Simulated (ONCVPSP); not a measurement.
**Pseudopotential generation for Ce: ONCV, PBEsol**

Do these settings give a usable potential? It is generated, then checked for transferability, scattering, ghosts and hardness.

Program: ONCVPSP 4.0.1. Reference atom: PBEsol, scalar-relativistic, spherical and spin-unpolarised. All values are calculated.

### Step 1. Starting point

The settings as typed:

```json
{"element": "cerium (Ce, Z = 58)", "type": "optimised norm-conserving Vanderbilt (ONCV)", "frozen core": "[Kr] 4d10", "valence charge": "12", "reference configuration": "4f1 5s2 5p6 5d1 6s2", "partial waves": "5s+6s: rc 2.50 bohr, ncon 4, nbas 8, qcut 4.9 1/bohr, 2 projectors; 5p: rc 2.10 bohr, ncon 3, nbas 7, qcut 7.3 1/bohr, 2 projectors, debl 1.2 Ha; 5d: rc 4.00 bohr, ncon 4, nbas 9, qcut 3.8 1/bohr, 1 projector; 4f: rc 0.90 bohr, ncon 4, nbas 7, qcut 11.7 1/bohr, local", "local potential": "the f channel", "core correction": "Teter function fitted to the true core (icmod 2), fcfact 0.6"}
```

An earlier all-electron run gives the scale for the radii.

All-electron outer shells of the reference configuration (PBEsol, scalar-relativistic, ld1.x):

| shell | level (eV) | outermost node (bohr) | outermost maximum (bohr) |
| --- | --- | --- | --- |
| 4d | -110.40 | 0.31 | 0.66 |
| 5s | -40.61 | 0.75 | 1.37 |
| 5p | -23.22 | 0.81 | 1.55 |
| 4f | -5.42 | – | 0.71 |
| 6s | -3.77 | 1.82 | 3.72 |
| 5d | -3.07 | 0.92 | 2.18 |
| 6p | -1.33 | 2.15 | 4.84 |

### Step 2. Generation

Ce.dat reads:

```
# ATOM AND REFERENCE CONFIGURATION
# atsym  z   nc   nv     iexc    psfile
  Ce 58.00    9    5  -116133      upf
#
#   n    l    f
    1    0    2.00
    2    0    2.00
    2    1    6.00
    3    0    2.00
    3    1    6.00
    3    2   10.00
    4    0    2.00
    4    1    6.00
    4    2   10.00
    4    3    1.00
    5    0    2.00
    5    1    6.00
    5    2    1.00
    6    0    2.00
#
# PSEUDOPOTENTIAL AND OPTIMIZATION
# lmax
    3
#
#   l,   rc,      ep,       ncon, nbas, qcut
    0    2.50    0.00    4    8    4.90
    1    2.10    0.00    3    7    7.30
    2    4.00    0.00    4    9    3.80
    3    0.90    0.00    4    7   11.70
#
# LOCAL POTENTIAL
# lloc, lpopt,  rc(5),   dvloc0
    3    5    0.90    0.00
#
# VANDERBILT-KLEINMAN-BYLANDER PROJECTORs
# l, nproj, debl
    0    2    1.90
    1    2    1.20
    2    1    3.30
    3    0    3.70
#
# MODEL CORE CHARGE
# icmod, fcfact, rcfact
    2    0.60    1.15
#
# LOG DERIVATIVE ANALYSIS
# epsh1, epsh2, depsh
   -3.00    5.00    0.02
#
# OUTPUT GRID
# rlmax, drl
    6.00    0.01
#
# TEST CONFIGURATIONS
# ncnf
    4
# nvcnf
#   n    l    f
    5
    4    3    1.00
    5    0    2.00
    5    1    6.00
    5    2    1.00
    6    0    1.00
#
    5
    4    3    1.00
    5    0    2.00
    5    1    6.00
    5    2    1.00
    6    0    0.00
#
    5
    4    3    1.00
    5    0    2.00
    5    1    6.00
    5    2    0.00
    6    0    0.00
#
    5
    4    3    1.00
    5    0    2.00
    5    1    5.00
    5    2    1.00
    6    0    2.00
#
```

On the command line:

```sh
$ oncvpsp.x < Ce.dat > Ce.out
```

**Question.** What will these runs give? Wanted: cutoffs for 1 and 0.1 mHa per electron, occupied waves; bound ghosts; GHOST(+) flags; largest test error; largest phase difference near zero energy, channels read; rms error of d²Exc/dn², without and with the model core.

The runs gave:

| quantity | value |
| --- | --- |
| cutoffs for 1 and 0.1 mHa per electron, occupied waves | 254 Ha and 339 Ha |
| bound ghosts | s at -1044.24 eV, s at -50.13 eV, p at -397.34 eV, d at -144.85 eV |
| GHOST(+) flags | p at 154 eV |
| largest test error (AE − PS) | +54 meV, for 4f1 5s2 5p6 5d0 6s0 |
| largest phase difference near zero energy, channels read | 0.053 rad |
| rms error of d²Exc/dn², without and with the model core | 16.02 and 2.01 mHa |

**Reading.** It has a bound ghost (s, p, d), a state that the atom doesn't have, and that rules the file out. The worst unpolarised test, 4f1 5s2 5p6 5d0 6s0, is off by 54 meV on 36.3 eV; by total energies transferability rates as fair. It counts as very hard, with 254 Ha needed at the looser tolerance. At the looser tolerance the 4f wave is the slowest; 5p needs 16 Ha. Of the channels read, d scatters worst near zero energy, by up to 0.05 rad. The pseudo curves have a pole with no partner nearby in the atom's: s at -1.89 Ha. The program also flags highly localised states, GHOST(+) (p). These are tests on the free atom; a crystal test is still owed.
